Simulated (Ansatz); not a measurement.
**CH3BOSe: geometry optimisation**

The task: find the minimum of CH3BOSe nearest to the start.

Method: RKS PBE0-D4/def2-SVP; program: Ansatz 0.2.0.

1 further run of the same task is left out (set aside as unsound or not needed).

### Step 1. Where the work starts

SMILES `[SeH]C1BO1`, 7 atoms, charge 0, spin multiplicity 1.

Atoms are counted from 1 here; the program's logs count them from 0.

Bond lengths: Se1–C2 1.925 Å, Se1–H5 1.489 Å, C2–B3 1.525 Å, C2–O4 1.548 Å, C2–H6 1.104 Å, B3–O4 1.337 Å, B3–H7 1.204 Å. Angles: C2–Se1–H5 95.7°, Se1–C2–B3 125.8°, Se1–C2–O4 117.3°, Se1–C2–H6 110.6°, B3–C2–O4 51.6°, B3–C2–H6 122.8°, O4–C2–H6 110.9°, C2–B3–O4 65.1°, C2–B3–H7 156.8°, O4–B3–H7 138.1°, C2–O4–B3 63.3°.

As a file:

| atom | x (Å) | y (Å) | z (Å) |
| --- | --- | --- | --- |
| Se1 | -1.62017 | 0.74813 | -0.77438 |
| C2 | -0.31125 | 0.18143 | 0.51821 |
| B3 | 1.02449 | -0.48354 | 0.20348 |
| O4 | 0.04583 | -1.32395 | 0.55521 |
| H5 | -0.67755 | 0.80618 | -1.92501 |
| H6 | -0.57486 | 0.54797 | 1.52525 |
| H7 | 2.17481 | -0.54431 | -0.14846 |

### Step 2. Relaxation

The input, input.yaml:

```yaml
crystal:
  periodic: [false, false, false]
  atoms:
    - { symbol: Se, position_ang: [-1.620174, 0.748134, -0.774384] }
    - { symbol: C, position_ang: [-0.311254, 0.181428, 0.518213] }
    - { symbol: B, position_ang: [1.024495, -0.483541, 0.203483] }
    - { symbol: O, position_ang: [0.045829, -1.323951, 0.555211] }
    - { symbol: H, position_ang: [-0.67755, 0.806178, -1.925008] }
    - { symbol: H, position_ang: [-0.57486, 0.547967, 1.525249] }
    - { symbol: H, position_ang: [2.174814, -0.544314, -0.148464] }
basis:
  gaussian: { orbitals: def2-SVP }
hamiltonian:
  xc: pbe0
  dispersion: d4
output:
  forces: true
relax:
  f_tol: 0.003
  max_steps: 120
```

The run is started by

```console
$ ansatz run input.yaml --threads 1 --pin off --max-ram 2560MiB --backend cpu --events-out ev --progress --plain --runs-dir out
```

Log, cut to the lines that bear on the results:

```text
Warning: RAYON_NUM_THREADS=1 ignored (pool sized by the plan → 1); use --threads N
[...]
Functional definition: PBE0
[...]
960 factors; integrals over basis functions are off by at most 3.7e-4 eV
[...]
mean field -69135.07538413 eV, -2540.6671589297 hartree, gradient 4.3e-5 eV, S^2 0.000000; 0 other end points of the search recorded, 0 dependent functions left out
[...]
reference -69135.07540637 eV, -2540.6671597470 hartree; 28, 28 occupied and 61, 61 virtual orbitals, 960 factors
relax step   1: F+E_penalty+E_count = -69135.18922742 eV  Δ(F+E_penalty+E_count) = +0.000e0 eV  max|allowed force component| = 1.081e0 eV/Å  Δτ_max = 0.0000 Å  (26 SCF iters, accepted)
[...]
relax step   7: F+E_penalty+E_count = -69135.21917822 eV  Δ(F+E_penalty+E_count) = -1.650e-5 eV  max|allowed force component| = 5.509e-3 eV/Å  Δτ_max = 0.0011 Å  (21 SCF iters, accepted)
[...]
relax step   8: F+E_penalty+E_count = -69135.21918100 eV  Δ(F+E_penalty+E_count) = -2.781e-6 eV  max|allowed force component| = 2.341e-3 eV/Å  Δτ_max = 0.0006 Å  (21 SCF iters, accepted)
960 factors; integrals over basis functions are off by at most 3.5e-4 eV
[...]
mean field -69135.10499309 eV, -2540.6682470388 hartree, gradient 4.0e-5 eV, S^2 0.000000; 1 other end points of the search recorded, 0 dependent functions left out
[...]
reference -69135.10501531 eV, -2540.6682478555 hartree; 28, 28 occupied and 61, 61 virtual orbitals, 960 factors
Total energy: -69135.21920322 eV, -2540.6724441836 hartree
Atom 0 at    -1.612510     0.721579    -0.775423 Å, force    -0.000651    -0.001156    -0.000515 eV/Å
Atom 1 at    -0.314001     0.163942     0.514604 Å, force     0.001309     0.000796    -0.000437 eV/Å
Atom 2 at     1.022465    -0.479794     0.200354 Å, force    -0.002341     0.001126     0.000559 eV/Å
Atom 3 at     0.038220    -1.292331     0.555283 Å, force     0.001031    -0.000071    -0.000026 eV/Å
Atom 4 at    -0.676058     0.820478    -1.906507 Å, force     0.000481     0.000690     0.000528 eV/Å
Atom 5 at    -0.562004     0.548804     1.509869 Å, force     0.000190    -0.000273     0.000104 eV/Å
Atom 6 at     2.165187    -0.550777    -0.143880 Å, force    -0.000020    -0.001112    -0.000213 eV/Å
Dipole moment:     0.247257     0.189986    -0.026432 e Å
```

Run time: 38 s. Hardware: 1 thread of Arm Neoverse V1, shared host; peak memory 0.18 GiB.

Relaxation path:

| step | energy from step 1 (eV) | largest force component (eV/Å) |
| --- | --- | --- |
| 1 | 0.0000 | 1.0806 |
| 2 | -0.0209 | 0.5959 |
| 3 | -0.0286 | 0.1352 |
| 4 | -0.0296 | 0.0706 |
| 5 | -0.0296 | 0.0397 |
| 6 | -0.0299 | 0.0124 |
| 7 | -0.0300 | 0.0055 |
| 8 | -0.0300 | 0.0023 |

Close pairs (by a distance rule), those that changed most:

| bond | before (Å) | after (Å) | change (Å) |
| --- | --- | --- | --- |
| C2–O4 | 1.548 | 1.499 | -0.049 |
| Se1–H5 | 1.489 | 1.472 | -0.017 |
| B3–O4 | 1.337 | 1.325 | -0.012 |
| Se1–C2 | 1.925 | 1.913 | -0.011 |
| B3–H7 | 1.204 | 1.196 | -0.009 |
| C2–B3 | 1.525 | 1.516 | -0.009 |
| C2–H6 | 1.104 | 1.096 | -0.008 |

### Step 3. Summary of results

| quantity | value |
| --- | --- |
| energy gained | 0.0300 eV |
| root mean square move | 0.022 Å |
| dipole moment | 1.50 D |

What this shows: Bond lengths: Se1–C2 1.913 Å, Se1–H5 1.472 Å, C2–B3 1.516 Å, C2–O4 1.499 Å, C2–H6 1.096 Å, B3–O4 1.325 Å, B3–H7 1.196 Å. Angles: C2–Se1–H5 96.1°, Se1–C2–B3 125.6°, Se1–C2–O4 117.4°, Se1–C2–H6 110.9°, B3–C2–O4 52.1°, B3–C2–H6 122.5°, O4–C2–H6 111.7°, C2–B3–O4 63.3°, C2–B3–H7 158.0°, O4–B3–H7 138.7°, C2–O4–B3 64.6°. No frequencies were computed here.
